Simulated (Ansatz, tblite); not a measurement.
## A script for PbO2 (GFN1-xTB)

These are simulated results from tblite 0.8.0, not measurements. The cell was built from a prototype and was relaxed with r2SCAN in plane waves (Ansatz 0.2.0). Not every such cell is a known phase. All runs are without spin polarisation.

It is tetragonal, P4_2/mnm (No. 136); conventional cell a = 4.984 Å, c = 3.408 Å, 14.11 Å³ an atom. Around Pb lie 6 O at 2.17–2.18 Å; around O lie 3 Pb at 2.17–2.18 Å.

tblite solves periodic systems at the zone centre alone, so the script builds a cluster of 2×2×3 conventional cells (72 atoms), which folds in a coarse mesh of k points.

The script, run.py:

```python
import json
from ase import Atoms
from ase.build import make_supercell
from ase.units import Bohr, GPa, Hartree
from tblite.interface import Calculator

atoms = Atoms(['Pb', 'Pb', 'O', 'O', 'O', 'O'],
              cell=[[4.98384608, 0.0, 0.0], [0.0, 4.98384608, 0.0], [0.0, 0.0, 3.4076223]],
              scaled_positions=[[0.0, 0.0, 0.0], [0.5, 0.5, 0.5], [0.307212814, 0.307212814, 0.0], [0.192787186, 0.807212814, 0.5], [0.807212814, 0.192787186, 0.5], [0.692787186, 0.692787186, 0.0]],
              pbc=True)
cluster = make_supercell(atoms, [[2, 0, 0], [0, 2, 0], [0, 0, 3]])
calc = Calculator('GFN1-xTB', cluster.numbers, cluster.positions / Bohr, lattice=cluster.cell[:] / Bohr, periodic=cluster.pbc)
calc.set('temperature', 0.02 / Hartree)
calc.set('max-iter', 150)
res = calc.singlepoint()
levels = res.get('orbital-energies') * Hartree
nv = round(res.get('orbital-occupations').sum() / 2)
cells = len(cluster) // len(atoms)
out = {'energy_per_cell': res.get('energy') * Hartree / cells, 'homo': levels[nv - 1], 'lumo': levels[nv],
       'stress': (-res.get('virial') * Hartree / cluster.get_volume() / GPa).tolist(), 'charges': res.get('charges')[:len(atoms)].tolist(), 'electrons': 2 * nv / cells}
json.dump(out, open('results.json', 'w'))
for key, value in out.items():
    print(key, value)
```

Command: `python run.py`. It took 2.7 s on 1 thread of Arm Neoverse N1 (shared host), peak memory 0.11 GiB.

The log:

```
------------------------------------------------------------
  cycle        total energy    energy error   density error
------------------------------------------------------------
      1     -205.1006398015  -2.0485431E+02   1.2510799E+00
      2     -246.8301136130  -4.1729474E+01   7.5034610E-01
      3     -261.5223513209  -1.4692238E+01   3.0435489E-01
      4     -262.6241567300  -1.1018054E+00   1.6927301E-01
      5     -262.8448107034  -2.2065397E-01   9.5906992E-02
      6     -262.9481236954  -1.0331299E-01   5.8469769E-02
      7     -263.0114467455  -6.3323050E-02   1.9923433E-02
      8     -263.0150175124  -3.5707669E-03   1.3868121E-02
      9     -263.0173220518  -2.3045394E-03   6.4291883E-03
     10     -263.0179791438  -6.5709193E-04   1.6480275E-03
     11     -263.0180203224  -4.1178648E-05   6.6709053E-04
     12     -263.0180289593  -8.6368691E-06   1.5655103E-04
     13     -263.0180291580  -1.9867929E-07   8.6797170E-05
     14     -263.0180295935  -4.3556963E-07   1.8253624E-05
------------------------------------------------------------

 total:                                   1.885 sec
energy_per_cell -596.4237612198211
homo -17.5715257507829
lumo -17.571525490244746
stress [[-5.6526936859256285, 1.0511955346246739e-05, 6.418753360248266e-06], [1.0511955346221609e-05, -5.652693685925523, 6.4187533637509385e-06], [6.418753360236398e-06, 6.418753363827582e-06, -6.986493547116358]]
charges [0.8009972444774554, 0.8009852321288622, -0.40045673391286685, -0.4004866484745586, -0.40048664847469895, -0.400460364261926]
electrons 32.0
```

The cycle table is in hartree for the whole cluster, and the lines after it are in eV (the energy for one cell). The printed stress is in GPa and positive in compression, and the pressure is its mean diagonal.

GFN1-xTB gives no gap at the points read. On the same cell, plane-wave PBE (Ansatz, 6×6×8 k points and the special points) gives no gap (an overlap of 0.01 eV at the points read) and r2SCAN a gap of 0.07 eV; on shared hosts these took about 15 and 44 core-seconds on the 6-atom cell, against 2.7 for the script. Spin-orbit coupling, left out in all these runs, can cut or reorder the gap by tenths of an eV, up to about 1 eV with Pb or Bi.

The same script was run on cells scaled at fixed shape and fractional coordinates:

```json
{"volume (Å³/atom)": "12.41", "energy (meV/atom)": "4.3", "pressure (GPa, positive in compression)": "8.63", "gap (eV)": "0.00"}
{"volume (Å³/atom)": "13.26", "energy (meV/atom)": "-17.0", "pressure (GPa, positive in compression)": "0.00", "gap (eV)": "0.00"}
{"volume (Å³/atom)": "14.11", "energy (meV/atom)": "0.0", "pressure (GPa, positive in compression)": "-6.10", "gap (eV)": "0.00"}
{"volume (Å³/atom)": "14.95", "energy (meV/atom)": "44.4", "pressure (GPa, positive in compression)": "-10.47", "gap (eV)": "0.00"}
{"volume (Å³/atom)": "15.80", "energy (meV/atom)": "108.5", "pressure (GPa, positive in compression)": "-13.65", "gap (eV)": "0.00"}
```

A Birch-Murnaghan fit puts the minimum at 13.26 Å³/atom, 6.0 % below the given cell, with a bulk modulus of 113 GPa at fixed shape.

xTB was fitted mostly to molecules, and a small cluster samples few k points, so gaps, pressures and kinks along a curve can be far from a solid's.

Spin-orbit coupling is left out; in compounds of Pb, Bi, Tl or Hg it can lower a gap by up to about 1 eV, split its edges or invert the bands.
